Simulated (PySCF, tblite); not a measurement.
**BH5O3Si, a fragment of a glass network (dimer): NMR shifts, core binding energies and electronic excitations**

What NMR shifts, core binding energies and electronic excitations should one expect for `OB(O)O[SiH3]`? It is drawn as: B3 Si, H ends, O bridges.

Programs: tblite 0.8.0 and PySCF 2.14.0. All values are calculated, for the isolated system unless a continuum is named. Atoms count from 0, parts from 1.

### Step 1. Starting point

10 atoms, charge 0, multiplicity 1; geometry: distance geometry start.

### Step 2. Geometry optimisation with GFN2-xTB

Job settings and geometry (Å):

```
{"job": {"kind": "relax", "xc": "GFN2-xTB", "basis": "xTB"}, "charge": 0, "multiplicity": 1}
O     -1.150278     0.566793    -1.269548
B     -0.980561    -0.882143    -0.825424
O     -0.862395    -1.068095     0.672442
O     -0.163742    -1.763415    -1.694834
Si     1.589862    -1.875781    -1.584676
H     -1.411121     0.830437    -2.154475
H     -0.784506    -0.355497     1.284831
H      2.174102    -1.620382    -2.880018
H      1.977369    -3.188056    -1.192145
H      2.101229    -0.943599    -0.653756
```

Method: GFN2-xTB geometry optimisation, gas phase.

Launch:

```bash
OMP_NUM_THREADS=1 python cluster_run.py task.json out
```

The driver reads the jobs from task.json and runs them one after another.

The log of the run:

```text
step      E/eV     max force
  0    -485.14003    4.160
  1    -485.84679    2.960
  2    -486.50271    1.946
  3    -486.61939    0.850
  4    -486.71168    1.146
  5    -486.80232    1.050
  6    -486.86669    0.672
  7    -486.90708    0.733
  8    -486.98011    1.475
  9    -487.01880    1.214
 10    -487.04809    0.373
 11    -487.06068    0.358
 12    -487.07899    0.341
 13    -487.09455    0.279
 14    -487.10779    0.273
 15    -487.11922    0.331
 16    -487.13233    0.426
 17    -487.14309    0.535
 18    -487.15368    0.356
 19    -487.16293    0.277
 20    -487.17405    0.317
 21    -487.18861    0.480
 22    -487.20650    0.507
 23    -487.22640    0.387
 24    -487.23984    0.300
 25    -487.24032    1.011
 26    -487.25360    0.301
 27    -487.25817    0.199
 28    -487.26513    0.185
 29    -487.26793    0.178
 30    -487.27134    0.150
 31    -487.27409    0.129
 32    -487.27694    0.135
 33    -487.27862    0.081
 34    -487.27928    0.049
 35    -487.27958    0.042
 36    -487.27978    0.042
 37    -487.28022    0.047
 38    -487.28055    0.070
 39    -487.28100    0.074
 40    -487.28132    0.052
 41    -487.28160    0.054
 42    -487.28180    0.056
 43    -487.28196    0.050
 44    -487.28214    0.044
 45    -487.28238    0.044
 46    -487.28269    0.055
 47    -487.28303    0.052
 48    -487.28332    0.051
 49    -487.28355    0.049
 50    -487.28384    0.053
 51    -487.28431    0.078
 52    -487.28497    0.092
 53    -487.28554    0.066
 54    -487.28581    0.029
 55    -487.28590    0.022
 56    -487.28596    0.020
 57    -487.28605    0.028
 58    -487.28615    0.024
 59    -487.28621    0.016
 60    -487.28624    0.015
 61    -487.28625    0.014
 62    -487.28627    0.013
 63    -487.28630    0.020
 64    -487.28635    0.021
 65    -487.28637    0.012
 66    -487.28637    0.004
```

Wall time 1 s (1 thread of Arm Neoverse V1, shared host).

Along the way: (not every step is listed)

```tsv
step	energy from step 0 (eV)	largest force (eV/Å)
0	0.0000	4.1592
2	-1.3627	1.9464
4	-1.5716	1.1458
6	-1.7267	0.6718
8	-1.8401	1.4746
10	-1.9081	0.3733
12	-1.9390	0.3407
14	-1.9678	0.2733
16	-1.9923	0.4256
20	-2.0340	0.3173
24	-2.0998	0.3002
28	-2.1251	0.1846
32	-2.1369	0.1350
36	-2.1397	0.0422
40	-2.1413	0.0520
44	-2.1421	0.0434
48	-2.1433	0.0507
52	-2.1449	0.0924
56	-2.1459	0.0201
58	-2.1461	0.0244
60	-2.1462	0.0154
62	-2.1462	0.0134
64	-2.1463	0.0208
66	-2.1463	0.0037
```

Close pairs (by a distance rule), those that changed most:

```tsv
bond	before (Å)	after (Å)	change (Å)
O0–B1	1.525	1.363	-0.162
B1–O2	1.514	1.356	-0.158
O3–Si4	1.761	1.621	-0.139
B1–O3	1.483	1.345	-0.138
Si4–H9	1.413	1.463	+0.050
Si4–H8	1.423	1.463	+0.039
Si4–H7	1.444	1.463	+0.019
O2–H6	0.943	0.957	+0.015
```

### Step 3. Geometry optimisation at PBE0-D3(BJ)/def2-SVP

Job settings and geometry (Å):

```
{"job": {"xc": "PBE0", "basis": "def2-SVP", "d3": "d3bj", "grid": 2, "kind": "geom", "shake": 0.01}, "charge": 0, "multiplicity": 1}
O     -1.848319     1.269064    -0.131330
B     -0.871682     0.480643     0.305149
O     -0.882530     0.091184     1.596837
O      0.138212     0.081014    -0.533469
Si     1.455848    -0.820009    -0.554035
H     -1.815818     1.537923    -1.062072
H     -1.588613     0.435348     2.112605
H      1.807892    -0.744815    -1.971133
H      1.177268    -2.171319    -0.073710
H      2.469296    -0.184615     0.312632
```

The log of the run:

```text
step   0  E = -542.53173085  max force = 0.048381
step   1  E = -542.54028054  max force = 0.006559
step   2  E = -542.54057413  max force = 0.002904
step   3  E = -542.54073765  max force = 0.003931
step   4  E = -542.54089326  max force = 0.003015
step   5  E = -542.54098444  max force = 0.001383
step   6  E = -542.54099681  max force = 0.000520
step   7  E = -542.54099967  max force = 0.000260
optimisation converged
```

Run time: 43 s. Hardware: 1 thread of Arm Neoverse V1, shared host; peak memory 0.51 GiB.

Step by step:

```tsv
step	energy from step 0 (eV)	largest force component (eV/Å)
0	0.0000	2.4879
1	-0.2326	0.3373
2	-0.2406	0.1493
3	-0.2451	0.2021
4	-0.2493	0.1550
5	-0.2518	0.0711
6	-0.2521	0.0267
7	-0.2522	0.0134
```

Distances of close pairs at the start and the end, largest changes first:

```tsv
bond	before (Å)	after (Å)	change (Å)
O3–Si4	1.596	1.675	+0.079
O0–B1	1.329	1.363	+0.034
Si4–H8	1.461	1.492	+0.031
Si4–H7	1.462	1.490	+0.028
O2–H6	0.940	0.962	+0.022
Si4–H9	1.477	1.492	+0.014
B1–O2	1.349	1.362	+0.013
O0–H5	0.969	0.962	-0.007
```

The end geometry stands in the next job.

```tsv
at the end point	value
rotational constants (GHz, main isotopes)	9.069, 2.369, 1.921
dipole moment (D)	0.72
```

### Step 4. Shielding tensors: PBE0/pcSseg-2

Job settings and geometry (Å):

```
{"job": {"kind": "nmr", "xc": "PBE0", "basis": "pcSseg-2"}, "charge": 0, "multiplicity": 1}
O     -1.972519     1.251162    -0.061363
B     -0.896373     0.469055     0.235311
O     -0.719425     0.002029     1.502736
O      0.015993     0.146285    -0.729727
Si     1.384345    -0.808448    -0.583204
H     -1.970528     1.508694    -0.988362
H     -1.419010     0.291749     2.095925
H      1.987085    -0.887399    -1.943172
H      1.027209    -2.179287    -0.116355
H      2.361745    -0.190845     0.359228
```

With the program's defaults for keys left out, this is: GIAO PBE0/pcSseg-2 NMR shielding, non-relativistic, gas phase.

The log of the run:

```text
coarse grid: 9072 points
cycle   1  E = -542.7642320209  dE =  5.813e-01  |g| = 1.051e+00  |ddm| = 2.175e+00
cycle   2  E = -542.5603705772  dE =  2.039e-01  |g| = 1.496e+00  |ddm| = 1.139e+00
cycle   3  E = -542.9519393356  dE = -3.916e-01  |g| = 8.481e-02  |ddm| = 7.402e-01
cycle   4  E = -542.9525644114  dE = -6.251e-04  |g| = 6.319e-02  |ddm| = 6.734e-02
cycle   5  E = -542.9532383610  dE = -6.739e-04  |g| = 7.456e-03  |ddm| = 2.771e-02
cycle   6  E = -542.9532463282  dE = -7.967e-06  |g| = 5.515e-04  |ddm| = 3.210e-03
final grid: 83624 points
cycle   7  E = -542.9490178197  dE = -8.281e-05  |g| = 5.868e-03  |ddm| = 3.112e-02
cycle   8  E = -542.9490129576  dE =  4.862e-06  |g| = 7.863e-03  |ddm| = 5.247e-03
cycle   9  E = -542.9490229296  dE = -9.972e-06  |g| = 5.777e-04  |ddm| = 3.287e-03
cycle  10  E = -542.9490229622  dE = -3.261e-08  |g| = 4.069e-04  |ddm| = 4.732e-04
cycle  11  E = -542.9490229903  dE = -2.806e-08  |g| = 5.671e-05  |ddm| = 1.790e-04
cycle  12  E = -542.9490229908  dE = -5.451e-10  |g| = 1.098e-05  |ddm| = 3.930e-05
converged SCF energy = -542.9490229908

GIAO shielding tensors (ppm)
atom      isotropic    diamagn.    paramagn.     s11        s22        s33       span
  0 O      243.134     386.366    -143.232    171.547    261.493    296.363    124.816
  1 B       81.618     195.469    -113.851     76.749     83.560     84.543      7.794
  2 O      249.609     386.803    -137.194    180.717    279.791    288.319    107.602
  3 O      264.506     396.434    -131.929    190.163    291.541    311.813    121.650
  4 Si     378.610     877.071    -498.461    336.949    345.642    453.240    116.291
  5 H       28.355      31.357      -3.002     21.565     24.906     38.593     17.029
  6 H       28.229      30.405      -2.176     21.330     24.262     39.095     17.765
  7 H       26.391      28.412      -2.021     23.404     24.740     31.028      7.623
  8 H       26.167      28.702      -2.535     23.181     24.645     30.675      7.494
  9 H       26.182      28.738      -2.556     23.208     24.584     30.754      7.546
```

Wall time 43 s (1 thread of Arm Neoverse V1, shared host); peak memory 1 GiB.

The references, computed at this level on geometries of the same kind, shield at (ppm): $^{1}$H TMS 31.25, $^{29}$Si TMS 341.3, $^{17}$O H2O 328.2, $^{11}$B BF3·OEt2 99.1. Their shielding less the atom's gives the shift. The references are single molecules in the gas phase, so shifts against H2O, NH3, PH3, H3PO4 or CFCl3 are not on the usual liquid scales and can be off by tens of ppm.

```tsv
atoms	environment	σ (ppm)	δ (ppm)
H8	hydrogen on a silicon bonded to O	26.17	5.08
H9	hydrogen on a silicon bonded to O	26.18	5.06
H7	hydrogen on a silicon bonded to O	26.39	4.85
H6	hydrogen on an oxygen bonded to B	28.23	3.02
H5	hydrogen on an oxygen bonded to B	28.35	2.89
O0	oxygen bonded to B, H	243.1	85.0
O2	oxygen bonded to B, H	249.6	78.5
O3	oxygen bonded to B, Si	264.5	63.6
B1	boron bonded to 3 O	81.6	17.5
Si4	silicon bonded to O, 3 H	378.6	-37.3
```

Charges from the same density, by scheme (e):

```tsv
atoms	Mulliken	IAO	Hirshfeld	ESP fit
O0	-0.44	-0.59	-0.28	-0.74
B1	0.71	0.64	0.30	0.88
O2	-0.44	-0.59	-0.26	-0.71
O3	-0.64	-0.69	-0.29	-0.53
Si4	0.78	0.88	0.39	0.50
```

Mayer bond orders: O0–B1 1.18, B1–O2 1.17, B1–O3 1.12, O3–Si4 0.86.

### Step 5. Core-electron binding energies: SCAN, X2C

The job, as its differences from that of step 4:

```diff
@@ -1,2 +1,2 @@
-{"job": {"kind": "nmr", "xc": "PBE0", "basis": "pcSseg-2"}, "charge": 0, "multiplicity": 1}
+{"job": {"kind": "xps", "holes": 5}, "charge": 0, "multiplicity": 1}
 O     -1.972519     1.251162    -0.061363
```

Method: delta-SCF UKS SCAN, pcX-2 on the ionised atom, pcseg-1 elsewhere, spin-free X2C.

The log of the run:

```text
ground state, core basis on atom 0 (O), 130 functions
  cycle   1  E = -543.60189380  |g| = 1.09e+00
  cycle   2  E = -543.22595963  |g| = 1.79e+00
  cycle   3  E = -543.80747326  |g| = 1.20e-01
  cycle   4  E = -543.80889449  |g| = 8.82e-02
  cycle   5  E = -543.81032590  |g| = 9.40e-03
  cycle   6  E = -543.81034044  |g| = 4.63e-03
  cycle   7  E = -543.81034314  |g| = 3.06e-03
  cycle   8  E = -543.81034525  |g| = 1.81e-04
  E(ground) = -543.85166861 Eh
hole in O 1s of atom 0
  cycle   1  E = -523.19685066  |g| = 2.21e+00
  cycle   2  E = -521.39231690  |g| = 2.53e+00
  cycle   3  E = -523.81982304  |g| = 5.98e-01
  cycle   4  E = -523.94028305  |g| = 3.69e-01
  cycle   5  E = -523.98410189  |g| = 1.41e-01
  cycle   6  E = -523.99129135  |g| = 2.46e-02
  cycle   7  E = -523.99148099  |g| = 1.67e-02
  cycle   8  E = -523.99158319  |g| = 4.95e-03
  cycle   9  E = -523.99159411  |g| = 1.02e-03
  cycle  10  E = -523.99159310  |g| = 3.67e-04
  E(ion) = -524.03424498 Eh   <S^2> = 0.7610   hole on atom = 1.000   binding energy = 539.260 eV
ground state, core basis on atom 1 (B), 130 functions
  cycle   1  E = -543.78162018  |g| = 8.45e-02
  cycle   2  E = -543.78016653  |g| = 1.16e-01
  cycle   3  E = -543.78256769  |g| = 1.71e-02
  cycle   4  E = -543.78260015  |g| = 1.02e-02
  cycle   5  E = -543.78262091  |g| = 2.16e-03
  cycle   6  E = -543.78262012  |g| = 3.15e-04
  E(ground) = -543.82718950 Eh
hole in B 1s of atom 1
  cycle   1  E = -536.11766915  |g| = 1.18e+00
  cycle   2  E = -534.56503234  |g| = 1.87e+00
  cycle   3  E = -536.40639211  |g| = 3.69e-01
  cycle   4  E = -536.47984144  |g| = 1.77e-01
  cycle   5  E = -536.48328528  |g| = 1.53e-01
  cycle   6  E = -536.49229915  |g| = 2.06e-02
  cycle   7  E = -536.49244212  |g| = 1.05e-02
  cycle   8  E = -536.49248272  |g| = 3.90e-03
  cycle   9  E = -536.49248862  |g| = 1.28e-03
  cycle  10  E = -536.49248932  |g| = 1.33e-03
  cycle  11  E = -536.49249044  |g| = 3.43e-04
  E(ion) = -536.53716771 Eh   <S^2> = 0.7682   hole on atom = 1.000   binding energy = 198.372 eV
ground state, core basis on atom 2 (O), 130 functions
  cycle   1  E = -543.81054526  |g| = 9.90e-02
  cycle   2  E = -543.80995414  |g| = 7.15e-02
  cycle   3  E = -543.81028121  |g| = 5.59e-02
  cycle   4  E = -543.81080119  |g| = 4.42e-03
  cycle   5  E = -543.81080304  |g| = 7.76e-04
  cycle   6  E = -543.81080208  |g| = 2.05e-04
  E(ground) = -543.85181352 Eh
hole in O 1s of atom 2
  cycle   1  E = -523.19647613  |g| = 2.21e+00
  cycle   2  E = -522.91257785  |g| = 2.09e+00
  cycle   3  E = -523.93660733  |g| = 4.26e-01
  cycle   4  E = -523.95044940  |g| = 3.33e-01
  cycle   5  E = -523.99109902  |g| = 3.84e-02
  cycle   6  E = -523.99126036  |g| = 3.24e-02
  cycle   7  E = -523.99165281  |g| = 4.45e-03
  cycle   8  E = -523.99166165  |g| = 1.20e-03
  cycle   9  E = -523.99166164  |g| = 4.02e-04
  E(ion) = -524.03354342 Eh   <S^2> = 0.7608   hole on atom = 1.000   binding energy = 539.283 eV
ground state, core basis on atom 3 (O), 130 functions
  cycle   1  E = -543.81425864  |g| = 1.20e-01
  cycle   2  E = -543.81115112  |g| = 1.55e-01
  cycle   3  E = -543.81510428  |g| = 4.25e-02
  cycle   4  E = -543.81540274  |g| = 1.01e-02
  cycle   5  E = -543.81541711  |g| = 2.14e-03
  cycle   6  E = -543.81541919  |g| = 3.72e-04
  E(ground) = -543.85527123 Eh
hole in O 1s of atom 3
  cycle   1  E = -523.21153200  |g| = 2.23e+00
  cycle   2  E = -522.79422342  |g| = 2.18e+00
  cycle   3  E = -523.96467798  |g| = 4.54e-01
  cycle   4  E = -523.99057559  |g| = 3.30e-01
  cycle   5  E = -524.03000974  |g| = 4.74e-02
  cycle   6  E = -524.03053922  |g| = 2.83e-02
  cycle   7  E = -524.03083293  |g| = 5.65e-03
  cycle   8  E = -524.03084666  |g| = 1.44e-03
  cycle   9  E = -524.03084748  |g| = 4.31e-04
  E(ion) = -524.07094544 Eh   <S^2> = 0.7614   hole on atom = 1.000   binding energy = 538.359 eV
ground state, core basis on atom 4 (Si), 141 functions
  cycle   1  E = -543.87982433  |g| = 3.04e-01
  cycle   2  E = -543.87617576  |g| = 1.75e-01
  cycle   3  E = -543.87578289  |g| = 1.76e-01
  cycle   4  E = -543.88152224  |g| = 1.75e-02
  cycle   5  E = -543.88156885  |g| = 4.78e-03
  cycle   6  E = -543.88157085  |g| = 6.17e-04
  cycle   7  E = -543.88157251  |g| = 1.90e-04
  E(ground) = -543.88339483 Eh
hole in Si 2p of atom 4
  cycle   1  E = -539.59581738  |g| = 1.23e+00
  cycle   2  E = -539.49397210  |g| = 1.08e+00
  cycle   3  E = -539.85086373  |g| = 3.57e-01
  cycle   4  E = -539.89960440  |g| = 1.38e-01
  cycle   5  E = -539.90556124  |g| = 4.76e-02
  cycle   6  E = -539.90639967  |g| = 1.95e-02
  cycle   7  E = -539.90653202  |g| = 5.01e-03
  cycle   8  E = -539.90654002  |g| = 1.90e-03
  cycle   9  E = -539.90654111  |g| = 7.97e-04
  cycle  10  E = -539.90654196  |g| = 1.66e-04
  E(ion) = -539.91895802 Eh   <S^2> = 0.7515   hole on atom = 1.003   binding energy = 107.878 eV
  2p3/2 = 107.630 eV   2p1/2 = 108.255 eV
```

Run time: 26 s. Hardware: 1 thread of Arm Neoverse V1, shared host; peak memory 0.53 GiB.

The holes in one table. −ε is the ground-state orbital energy:

```tsv
hole	stands for	environment	ΔSCF (eV; 2p as the shell's mean)	−ε (eV)	⟨S²⟩
O1s on O0	O0	oxygen bonded to B, H	539.26	516.9	0.761
B1s on B1	B1	boron bonded to 3 O	198.37	181.7	0.768
O1s on O2	O2	oxygen bonded to B, H	539.28	516.9	0.761
O1s on O3	O3	oxygen bonded to B, Si	538.36	516.6	0.761
Si2p on Si4	Si4	silicon bonded to O, 3 H	107.84	96.7	0.751
```

With the spin-orbit splitting: Si4 2p3/2 107.63, 2p1/2 108.26 eV. The table gives each 2p level as the mean over the whole 2p shell (two parts 2p3/2, one part 2p1/2), which differs a little from the single hole in the log.

### Step 6. Excited states and response: CAM-B3LYP/def2-SVPD

The job, as its differences from that of step 5:

```diff
@@ -1,2 +1,2 @@
-{"job": {"kind": "xps", "holes": 5}, "charge": 0, "multiplicity": 1}
+{"job": {"kind": "uv", "xc": "CAM-B3LYP", "basis": "def2-SVPD", "nstates": 6, "ntriplets": 2, "ip": true}, "charge": 0, "multiplicity": 1}
 O     -1.972519     1.251162    -0.061363
```

Method: TDDFT CAM-B3LYP/def2-SVPD, vertical, gas phase, core orbitals frozen in the response.

The log of the run:

```text
coarse grid: 9072 points
cycle   1  E = -542.6066264447  dE =  5.770e-01  |g| = 9.865e-01  |ddm| = 4.025e+00
cycle   2  E = -542.5384371281  dE =  6.819e-02  |g| = 1.193e+00  |ddm| = 2.344e+00
cycle   3  E = -542.7901080634  dE = -2.517e-01  |g| = 5.634e-02  |ddm| = 1.205e+00
cycle   4  E = -542.7904793891  dE = -3.713e-04  |g| = 4.064e-02  |ddm| = 1.086e-01
cycle   5  E = -542.7907710902  dE = -2.917e-04  |g| = 8.881e-03  |ddm| = 3.693e-02
cycle   6  E = -542.7907859636  dE = -1.487e-05  |g| = 6.966e-04  |ddm| = 1.194e-02
cycle   7  E = -542.7907861167  dE = -1.531e-07  |g| = 2.252e-04  |ddm| = 1.938e-03
final grid: 83624 points
cycle   8  E = -542.8840484674  dE = -2.657e-05  |g| = 1.933e-03  |ddm| = 4.582e-02
cycle   9  E = -542.8840485187  dE = -5.134e-08  |g| = 2.041e-03  |ddm| = 3.890e-03
cycle  10  E = -542.8840492306  dE = -7.119e-07  |g| = 2.437e-04  |ddm| = 1.785e-03
cycle  11  E = -542.8840492411  dE = -1.045e-08  |g| = 1.380e-04  |ddm| = 4.193e-04
cycle  12  E = -542.8840492446  dE = -3.507e-09  |g| = 2.809e-05  |ddm| = 1.455e-04
cycle  13  E = -542.8840492448  dE = -1.843e-10  |g| = 7.314e-06  |ddm| = 4.833e-05
converged SCF energy = -542.8840492448

Static polarisability (au): isotropic 51.765, principal 44.706 51.838 58.752

Singlet excitations
state   eV       nm        f      main configurations
  1   7.7068    160.9   0.00508   H->L 0.72, H->L+1 0.11, H->L+3 0.10
  2   7.9895    155.2   0.01267   H-1->L 0.62, H-1->L+1 0.17, H-1->L+3 0.17
  3   8.1639    151.9   0.00014   H-2->L 0.85
  4   8.5933    144.3   0.04135   H->L+1 0.48, H-4->L 0.16, H->L 0.11
  5   8.8840    139.6   0.02940   H-1->L+1 0.56, H-3->L 0.18, H-1->L 0.14
  6   8.9420    138.7   0.03389   H->L+3 0.32, H->L+1 0.26, H-4->L 0.14

Triplet excitations (Tamm-Dancoff, eV): 7.3688 7.5846
Vertical ionisation energy (delta-SCF) = 11.4131 eV
```

Wall time 2 min (1 thread of Arm Neoverse V1, shared host); peak memory 0.77 GiB.

The orbitals next to the gap, with their largest atomic shares:

```tsv
orbital	eV	atoms
HOMO−3	-11.94	O0 36 %, O3 28 %, Si4 13 %
HOMO−2	-11.09	O2 49 %, O0 36 %, B1 8 %
HOMO−1	-10.68	Si4 30 %, O3 26 %, H7 22 %
HOMO	-10.42	O3 32 %, Si4 24 %, H9 16 %
LUMO	0.39	B1 48 %, Si4 9 %, O0 9 %
LUMO+1	1.37	Si4 47 %, H7 13 %, H8 12 %
LUMO+2	1.66	O0 25 %, O2 25 %, H6 15 %
```

With each of the 6 states as a Gaussian band of 0.4 eV half-width at 1/e, the curve within the window shown has maxima at 141 nm (ε 3,600) L/(mol cm). Beyond the last state computed it falls off for lack of states. The curve at chosen wavelengths:

```
 nm  ε (L/mol/cm)
134          1437
136          2357
137          2797
139          3446
140          3603
142          3553
144          3111
145          2804
147          2151
148          1850
150          1366
152          1058
153           959
155           828
156           779
158           683
160           574
161           515
163           394
164           336
166           232
168           151
169           118
171            70
172            52
174            28
```

Further results of this job:

```tsv
property	computed
dipole moment (D)	0.56
polarisability (Å³)	7.67
HOMO–LUMO gap (eV)	10.80
−ε(HOMO) (eV)	10.42
```

### Step 7. What came out

| quantity | value |
| --- | --- |
| rotational constants (main isotopes) | 9.07, 2.37, 1.92 GHz |
| $^{1}$H shifts against TMS (PBE0/pcSseg-2) | 5.08, 5.06, 4.85, 3.02, 2.89 ppm |
| $^{17}$O shifts against H2O (PBE0/pcSseg-2) | 85.0, 78.5, 63.6 ppm |
| $^{11}$B shifts against BF3·OEt2 (PBE0/pcSseg-2) | 17.5 ppm |
| $^{29}$Si shifts against TMS (PBE0/pcSseg-2) | -37.3 ppm |
| O1s binding energies, SCAN/pcX-2 | O2 539.28, O0 539.26, O3 538.36 eV |
| B1s binding energies, SCAN/pcX-2 | B1 198.37 eV |
| Si2p binding energies, SCAN/pcX-2 | Si4 107.84 eV |
| lowest singlet (CAM-B3LYP/def2-SVPD) | 7.71 eV (161 nm), f = 0.005 |
| brightest single state of those computed | state 4, 8.59 eV, f = 0.041 |
| lowest triplet | 7.37 eV |
| vertical ionisation energy (ΔSCF) | 11.41 eV |

What this shows: The start of the PBE0/def2-SVP relaxation was shaken at random by about 0.01 Å, so part of the energy gained, and of the first lengths quoted, undoes that. Relaxing lowered the energy by 0.252 eV in 7 steps; the close pair that moved most is O3–Si4, from 1.596 to 1.675 Å (PBE0/def2-SVP). No frequency check was run at this level, so the end point may be a saddle. Hydrogens of an XH3 group are listed apart at this fixed geometry; free rotation makes them one line at their mean. At SCAN/pcX-2: O2 (oxygen bonded to B, H) binds its O1s electron 0.92 eV more tightly than O3 (oxygen bonded to B, Si). The lowest singlet, at 7.71 eV, is HOMO→LUMO 0.72, HOMO→LUMO+1 0.11 and is weak; of the 6 states computed, the strongest absorption comes from state 4 at 8.59 eV (the last state computed absorbs too, and its partners may lie past the list). The lowest triplet lies 0.34 eV below the lowest singlet (triplets in Tamm-Dancoff, singlets in full TDDFT). ΔSCF puts the ionisation energy at 11.41 eV, 1.00 eV above −ε(HOMO).
